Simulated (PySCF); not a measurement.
# C5H6O2S: NMR shifts and electronic excitations in gas and solvents

Aim: compute the NMR shifts and electronic excitations of C5H6O2S (`CC1=CC=CS1(=O)=O`), and see what a dielectric continuum does where one was used.

The runs use PySCF 2.14.0, with density-fitted response routines of our own; the level of theory stands in each step. All values are computed, except where a source is named. Atoms are numbered from 0 throughout.

### 1 The starting structure

14 atoms, charge 0, multiplicity 1; geometry from: GFN2-xTB. The atoms were then displaced at random by about 0.01 Å, so the start is not that level's minimum.

Bonds of the start (Å): C0–C1 1.50, C1–C2 1.34, C2–C3 1.41, C3–C4 1.32, C4–S5 1.80, S5–O6 1.44, S5–O7 1.44, S5–C1 1.82, C0–H8 1.10, C0–H9 1.06, C0–H10 1.09, C2–H11 1.07, C3–H12 1.13, C4–H13 1.09.

### 2 Optimising the geometry at PBE0-D3(BJ)/def2-SVP

Job settings and geometry (Å):

```
{"job": {"xc": "PBE0", "basis": "def2-SVP", "d3": "d3bj", "grid": 1, "shake": 0.01, "kind": "geom"}, "charge": 0, "multiplicity": 1}
C      2.040200    -0.443870    -0.106580
C      0.548580    -0.289190    -0.109840
C     -0.454160    -1.091360    -0.489850
C     -1.750650    -0.559040    -0.304490
C     -1.871220     0.650500     0.202860
S     -0.198380     1.249980     0.516450
O      0.065860     1.387050     1.927120
O      0.148900     2.362620    -0.335940
H      2.387270    -0.304410     0.928930
H      2.335790    -1.378720    -0.506340
H      2.443300     0.388050    -0.690770
H     -0.292000    -2.075130    -0.887420
H     -2.658550    -1.157240    -0.593840
H     -2.752090     1.245690     0.441970
```

Run with:

```console
> OMP_NUM_THREADS=1 python probes_run.py task.json out
```

One launch serves the whole session: the jobs run in the order shown.

Log:

```text
step   0  E = -741.76531123  max force = 0.064217
step   1  E = -741.77260778  max force = 0.011937
step   2  E = -741.77303022  max force = 0.005184
step   3  E = -741.77291992  max force = 0.004322
step   4  E = -741.77316497  max force = 0.001179
step   5  E = -741.77317960  max force = 0.000616
step   6  E = -741.77318688  max force = 0.000198
optimisation converged
```

It took 97 s on 1 thread of Arm Neoverse N1, shared host; peak memory 0.58 GiB.

Along the way: (the energy doesn't fall at every step)

| step | energy from step 0 (eV) | largest force component (eV/Å) |
| --- | --- | --- |
| 0 | 0.0000 | 3.3022 |
| 1 | -0.1985 | 0.6138 |
| 2 | -0.2100 | 0.2666 |
| 3 | -0.2070 | 0.2222 |
| 4 | -0.2137 | 0.0606 |
| 5 | -0.2141 | 0.0317 |
| 6 | -0.2143 | 0.0102 |

Distances of close pairs at the start and the end, largest changes first:

| bond | before (Å) | after (Å) | change (Å) |
| --- | --- | --- | --- |
| C2–C3 | 1.414 | 1.477 | +0.063 |
| C0–H9 | 1.059 | 1.098 | +0.040 |
| C3–H12 | 1.125 | 1.092 | -0.033 |
| C4–S5 | 1.804 | 1.779 | -0.025 |
| C0–C1 | 1.500 | 1.477 | -0.022 |
| C1–S5 | 1.822 | 1.800 | -0.022 |
| C3–C4 | 1.317 | 1.338 | +0.021 |
| C2–H11 | 1.073 | 1.092 | +0.019 |

The next job starts from the end point, and lists it.

| at the end point | value |
| --- | --- |
| point group (found at 0.08 Å tolerance) | Cs |
| rotational constants (GHz, main isotopes) | 2.317, 2.193, 1.472 |
| dipole moment (D) | 4.51 |

### 3 Nuclear shieldings: PBE0/pcSseg-1 in tetrahydrofuran

Job settings and geometry (Å):

```
{"job": {"kind": "nmr", "xc": "PBE0", "basis": "pcSseg-1", "solvent": "tetrahydrofuran", "pop": true}, "charge": 0, "multiplicity": 1}
C      2.171279    -0.600853    -0.166677
C      0.694612    -0.575739    -0.135078
C     -0.252245    -1.460733    -0.474653
C     -1.635494    -0.983807    -0.273401
C     -1.738791     0.258830     0.212069
S     -0.106695     0.922090     0.461196
O      0.164869     1.092420     1.884838
O      0.164913     2.015767    -0.466241
H      2.574271    -0.455094     0.849037
H      2.546819    -1.550796    -0.570403
H      2.547981     0.229914    -0.785683
H     -0.037573    -2.455605    -0.870193
H     -2.495915    -1.615051    -0.504975
H     -2.621324     0.846599     0.460365
```

Level: GIAO PBE0/pcSseg-1 NMR shielding, non-relativistic, IEF-PCM tetrahydrofuran.

Log:

```text
coarse grid: 12952 points
cycle   1  E = -741.8088848311  dE =  1.900e+00  |g| = 1.103e+00  |ddm| = 3.809e+00
cycle   2  E = -741.2476365957  dE =  5.612e-01  |g| = 2.050e+00  |ddm| = 2.555e+00
cycle   3  E = -742.0222918231  dE = -7.747e-01  |g| = 1.776e-01  |ddm| = 1.856e+00
cycle   4  E = -742.0295292499  dE = -7.237e-03  |g| = 5.962e-02  |ddm| = 2.253e-01
cycle   5  E = -742.0303674788  dE = -8.382e-04  |g| = 1.385e-02  |ddm| = 5.897e-02
cycle   6  E = -742.0304071703  dE = -3.969e-05  |g| = 5.237e-03  |ddm| = 1.507e-02
cycle   7  E = -742.0304136637  dE = -6.493e-06  |g| = 1.509e-03  |ddm| = 5.716e-03
final grid: 122440 points
cycle   8  E = -742.1014759499  dE = -1.571e-05  |g| = 1.214e-02  |ddm| = 3.513e-02
cycle   9  E = -742.1014372749  dE =  3.867e-05  |g| = 1.839e-02  |ddm| = 2.705e-02
cycle  10  E = -742.1015070036  dE = -6.973e-05  |g| = 2.513e-03  |ddm| = 1.686e-02
cycle  11  E = -742.1015081727  dE = -1.169e-06  |g| = 1.648e-04  |ddm| = 2.001e-03
cycle  12  E = -742.1015081751  dE = -2.408e-09  |g| = 1.367e-04  |ddm| = 2.436e-04
cycle  13  E = -742.1015081796  dE = -4.487e-09  |g| = 2.309e-05  |ddm| = 1.204e-04
cycle  14  E = -742.1015081797  dE = -1.264e-10  |g| = 4.454e-06  |ddm| = 2.312e-05
converged SCF energy = -742.1015081797

GIAO shielding tensors (ppm)
atom      isotropic    diamagn.    paramagn.     s11        s22        s33       span
  0 C      173.545     243.378     -69.833    158.409    176.186    186.041     27.632
  1 C       28.285     272.050    -243.765    -64.848     28.036    121.667    186.516
  2 C       57.510     249.982    -192.471    -44.661     70.725    146.467    191.128
  3 C       45.070     253.083    -208.013    -70.478     47.070    158.618    229.096
  4 C       44.847     263.081    -218.234    -41.626     48.964    127.203    168.829
  5 S      153.681    1052.418    -898.737     53.965    183.719    223.359    169.393
  6 O      169.756     399.681    -229.925     97.796    107.055    304.416    206.620
  7 O      168.695     400.277    -231.583     98.742    106.141    301.201    202.459
  8 H       28.984      27.161       1.823     24.244     27.624     35.084     10.840
  9 H       28.831      27.476       1.355     24.337     27.145     35.012     10.675
 10 H       28.986      27.422       1.564     24.213     27.789     34.956     10.743
 11 H       24.744      31.301      -6.556     22.880     23.450     27.902      5.022
 12 H       24.185      29.018      -4.833     22.997     23.278     26.280      3.284
 13 H       24.432      29.807      -5.375     23.653     23.977     25.667      2.015
```

It took 36 s on 1 thread of Arm Neoverse N1, shared host; peak memory 0.91 GiB.

The references, computed at this level on geometries of the same kind, shield at (ppm): ¹H TMS 31.24, ¹³C TMS 185.3, ¹⁷O H2O 341.8, ³³S CS2 495. Their shielding less the atom's gives the shift. The references are single molecules in the same continuum, so shifts against H2O, NH3, PH3, H3PO4 or CFCl3 are not on the usual liquid scales and can be off by tens of ppm. Atoms listed in one row are averaged.

```csv
atoms,environment,σ (ppm),δ (ppm)
C1,fully substituted alkene carbon,28.3,157.0
C4,alkene CH,44.8,140.4
C3,alkene CH,45.1,140.2
C2,alkene CH,57.5,127.8
C0,allylic methyl carbon,173.5,11.7
H12,hydrogen on an alkene CH,24.19,7.06
H13,hydrogen on an alkene CH,24.43,6.81
H11,hydrogen on an alkene CH,24.74,6.50
"H8, H9, H10",hydrogen on an allylic methyl carbon,28.93,2.31
S5,sulfone sulfur,154,342
"O6, O7",S=O oxygen,169.2,172.6
```

Charges from the same density, by scheme (e):

| atoms | Mulliken | IAO | Hirshfeld | ESP fit |
| --- | --- | --- | --- | --- |
| C0 | -0.13 | -0.43 | -0.11 | -0.57 |
| C1 | -0.49 | -0.18 | 0.00 | 0.03 |
| C2 | 0.02 | -0.16 | -0.04 | -0.19 |
| C3 | -0.04 | -0.11 | -0.02 | -0.08 |
| C4 | -0.24 | -0.40 | -0.07 | -0.46 |
| S5 | 1.10 | 1.96 | 0.50 | 1.13 |
| O6, O7 | -0.56 | -0.89 | -0.35 | -0.57 |

Mayer bond orders: C0–C1 1.07, C1–C2 1.72, C2–C3 1.06, C3–C4 1.76, C4–S5 0.88, S5–O6 1.69, S5–O7 1.69, S5–C1 0.84.

Ring of atoms C1, C2, C3, C4, S5: NICS(0) 0.1, NICS(1) -2.1, NICS(1)zz 1.9 ppm (means of both faces).

### 4 Ultraviolet spectrum: B3LYP/def2-SVPD

Same as in step 3 but for these lines:

```diff
@@ -1,2 +1,2 @@
-{"job": {"kind": "nmr", "xc": "PBE0", "basis": "pcSseg-1", "solvent": "tetrahydrofuran", "pop": true}, "charge": 0, "multiplicity": 1}
+{"job": {"kind": "uv", "xc": "B3LYP", "basis": "def2-SVPD", "dynamic": true, "nstates": 6, "ntriplets": 0}, "charge": 0, "multiplicity": 1}
 C      2.171279    -0.600853    -0.166677
```

Method: TDDFT B3LYP/def2-SVPD, vertical, gas phase, core orbitals frozen in the response.

Log:

```text
coarse grid: 12952 points
cycle   1  E = -741.9600860769  dE =  1.824e+00  |g| = 1.147e+00  |ddm| = 7.895e+00
cycle   2  E = -740.7822422049  dE =  1.178e+00  |g| = 2.649e+00  |ddm| = 4.372e+00
cycle   3  E = -742.1933394360  dE = -1.411e+00  |g| = 3.138e-01  |ddm| = 3.273e+00
cycle   4  E = -742.2181012458  dE = -2.476e-02  |g| = 1.139e-01  |ddm| = 1.057e+00
cycle   5  E = -742.2207907082  dE = -2.689e-03  |g| = 5.673e-02  |ddm| = 3.785e-01
cycle   6  E = -742.2216209747  dE = -8.303e-04  |g| = 8.329e-03  |ddm| = 1.206e-01
cycle   7  E = -742.2216397278  dE = -1.875e-05  |g| = 2.155e-03  |ddm| = 2.064e-02
cycle   8  E = -742.2216408247  dE = -1.097e-06  |g| = 5.355e-04  |ddm| = 5.911e-03
final grid: 122440 points
cycle   9  E = -742.3319423050  dE = -3.025e-05  |g| = 5.181e-03  |ddm| = 1.514e-01
cycle  10  E = -742.3319326745  dE =  9.631e-06  |g| = 8.306e-03  |ddm| = 2.193e-02
cycle  11  E = -742.3319485359  dE = -1.586e-05  |g| = 1.765e-03  |ddm| = 1.397e-02
cycle  12  E = -742.3319491532  dE = -6.172e-07  |g| = 1.360e-04  |ddm| = 2.138e-03
cycle  13  E = -742.3319491544  dE = -1.269e-09  |g| = 1.344e-04  |ddm| = 6.022e-04
cycle  14  E = -742.3319491578  dE = -3.325e-09  |g| = 4.181e-05  |ddm| = 1.632e-04
cycle  15  E = -742.3319491581  dE = -3.497e-10  |g| = 8.292e-06  |ddm| = 8.692e-05
converged SCF energy = -742.3319491581

Static polarisability (au): isotropic 82.697, principal 62.770 89.113 96.209

Singlet excitations
state   eV       nm        f      main configurations
  1   4.0595    305.4   0.04247   H->L 0.97
  2   4.5204    274.3   0.00012   H-1->L 1.00
  3   5.1883    239.0   0.04500   H-2->L 0.95
  4   5.8186    213.1   0.03773   H-4->L 0.93
  5   5.8293    212.7   0.00766   H-3->L 0.93
  6   6.5865    188.2   0.00049   H->L+1 0.96
```

Run time: 65 s. Hardware: 1 thread of Arm Neoverse N1, shared host; peak memory 0.92 GiB.

Frontier orbitals and where they lie:

```
orbital     eV                       atoms
 HOMO−3  -9.31   O7 35 %, O6 35 %, S5 14 %
 HOMO−2  -8.56    O6 39 %, O7 39 %, C3 6 %
 HOMO−1  -8.32   O7 26 %, O6 26 %, C1 13 %
   HOMO  -7.27   C4 24 %, C1 22 %, C2 18 %
   LUMO  -2.57   C3 20 %, C4 19 %, C1 19 %
 LUMO+1   0.20   C0 20 %, S5 15 %, C2 12 %
 LUMO+2   0.34  S5 21 %, H12 20 %, C3 14 %
```

With each of the 6 states as a Gaussian band of 0.4 eV half-width at 1/e, the curve within the window shown has maxima at 305 nm (ε 1,700), 235 nm (ε 2,000), 216 nm (ε 2,000) L/(mol cm). Beyond the last state computed it falls off for lack of states. The curve at chosen wavelengths:

```csv
nm,ε (L/mol/cm)
180,13
187,51
194,258
201,878
208,1674
216,2037
223,1971
230,1991
237,2011
244,1758
251,1265
258,786
265,520
273,542
280,792
287,1147
294,1482
301,1686
308,1708
315,1563
322,1307
330,969
337,695
344,470
351,302
358,186
```

Ground-state properties from the same run:

| property | computed |
| --- | --- |
| dipole moment (D) | 4.86 |
| polarisability (Å³) | 12.25 |
| HOMO–LUMO gap (eV) | 4.70 |
| −ε(HOMO) (eV) | 7.27 |
| C6 with itself (au) | 2776 |

### 5 TDDFT and polarisability: B3LYP/def2-SVPD in tetrahydrofuran

Same as in step 4 but for these lines:

```diff
@@ -1,2 +1,2 @@
-{"job": {"kind": "uv", "xc": "B3LYP", "basis": "def2-SVPD", "dynamic": true, "nstates": 6, "ntriplets": 0}, "charge": 0, "multiplicity": 1}
+{"job": {"kind": "uv", "xc": "B3LYP", "basis": "def2-SVPD", "solvent": "tetrahydrofuran", "nstates": 6, "ntriplets": 0}, "charge": 0, "multiplicity": 1}
 C      2.171279    -0.600853    -0.166677
```

Level: TDDFT B3LYP/def2-SVPD, vertical, IEF-PCM tetrahydrofuran (non-equilibrium linear response), core orbitals frozen in the response.

Log:

```text
coarse grid: 12952 points
cycle   1  E = -741.9885957535  dE =  1.795e+00  |g| = 1.128e+00  |ddm| = 7.910e+00
cycle   2  E = -741.1810007262  dE =  8.076e-01  |g| = 2.312e+00  |ddm| = 4.032e+00
cycle   3  E = -742.2215689172  dE = -1.041e+00  |g| = 2.230e-01  |ddm| = 2.816e+00
cycle   4  E = -742.2336884039  dE = -1.212e-02  |g| = 7.376e-02  |ddm| = 6.253e-01
cycle   5  E = -742.2350793883  dE = -1.391e-03  |g| = 1.314e-02  |ddm| = 1.776e-01
cycle   6  E = -742.2351150427  dE = -3.565e-05  |g| = 6.018e-03  |ddm| = 3.699e-02
cycle   7  E = -742.2351239049  dE = -8.862e-06  |g| = 1.752e-03  |ddm| = 1.243e-02
final grid: 122440 points
cycle   8  E = -742.3453842086  dE = -2.839e-05  |g| = 6.128e-03  |ddm| = 1.499e-01
cycle   9  E = -742.3453701862  dE =  1.402e-05  |g| = 1.000e-02  |ddm| = 2.634e-02
cycle  10  E = -742.3453929969  dE = -2.281e-05  |g| = 1.521e-03  |ddm| = 1.573e-02
cycle  11  E = -742.3453934703  dE = -4.734e-07  |g| = 9.405e-05  |ddm| = 2.396e-03
cycle  12  E = -742.3453934712  dE = -9.290e-10  |g| = 7.668e-05  |ddm| = 4.621e-04
cycle  13  E = -742.3453934724  dE = -1.213e-09  |g| = 2.824e-05  |ddm| = 1.736e-04
cycle  14  E = -742.3453934726  dE = -1.805e-10  |g| = 5.672e-06  |ddm| = 4.867e-05
converged SCF energy = -742.3453934726

Static polarisability (au): isotropic 107.457, principal 81.826 113.812 126.731

Singlet excitations
state   eV       nm        f      main configurations
  1   4.0217    308.3   0.05995   H->L 0.98
  2   4.7568    260.6   0.00017   H-1->L 1.00
  3   5.5695    222.6   0.07183   H-2->L 0.94
  4   6.1725    200.9   0.02254   H-3->L 0.58, H-4->L 0.39
  5   6.1758    200.8   0.02760   H-4->L 0.58, H-3->L 0.39
  6   6.4009    193.7   0.00123   H->L+1 0.97
```

It took 53 s on 1 thread of Arm Neoverse N1, shared host; peak memory 1 GiB.

In short: HOMO -7.09 eV, LUMO -2.40 eV; lowest singlet 4.02 eV.

### 6 Run by run: electronic excitations

Excitations and ground-state properties, with basis size and wall time:

```
                               run  lowest singlet (eV)  brightest (eV)      f  gap (eV)  α (Å³)  μ (D)  functions  time
                   B3LYP/def2-SVPD                 4.06            5.19  0.045      4.70   12.25   4.86        221  65 s
B3LYP/def2-SVPD in tetrahydrofuran                 4.02            5.57  0.072      4.69   15.92   6.34        221  53 s
```

### 7 What came out

| quantity | value |
| --- | --- |
| point group | Cs |
| rotational constants (main isotopes) | 2.32, 2.19, 1.47 GHz |
| ¹³C shifts against TMS (PBE0/pcSseg-1, tetrahydrofuran) | 157.0, 140.4, 140.2, 127.8, 11.7 ppm |
| ¹H shifts against TMS (PBE0/pcSseg-1, tetrahydrofuran, means over atoms taken as alike) | 7.06, 6.81, 6.50, 2.31 ppm |
| ³³S shifts against CS2 (PBE0/pcSseg-1, tetrahydrofuran) | 342 ppm |
| ¹⁷O shifts against H2O (PBE0/pcSseg-1, tetrahydrofuran, means over atoms taken as alike) | 172.6 ppm |
| lowest singlet (B3LYP/def2-SVPD) | 4.06 eV (305 nm), f = 0.042 |
| brightest single state of those computed | state 3, 5.19 eV, f = 0.045 |
| range of the lowest singlet | 4.02 to 4.06 eV |

What this shows: Relaxing lowered the energy by 0.214 eV in 6 steps; the close pair that moved most is C2–C3, from 1.414 to 1.477 Å. No frequency check was run at this level, so the end point may be a saddle. At PBE0/pcSseg-1: Shielding is most anisotropic at C3 (span 229 ppm, paramagnetic term -208 ppm). The lowest singlet, at 4.06 eV, is HOMO→LUMO 0.97 and is weak; of the 6 states computed, the strongest absorption comes from states 4 to 5 together at 5.82 eV. The lowest singlet runs from 4.02 eV (B3LYP/def2-SVPD in tetrahydrofuran) to 4.06 eV (B3LYP/def2-SVPD), while the orbital gap spans 4.69 to 4.70 eV. The lowest state need not be the same one in every run.
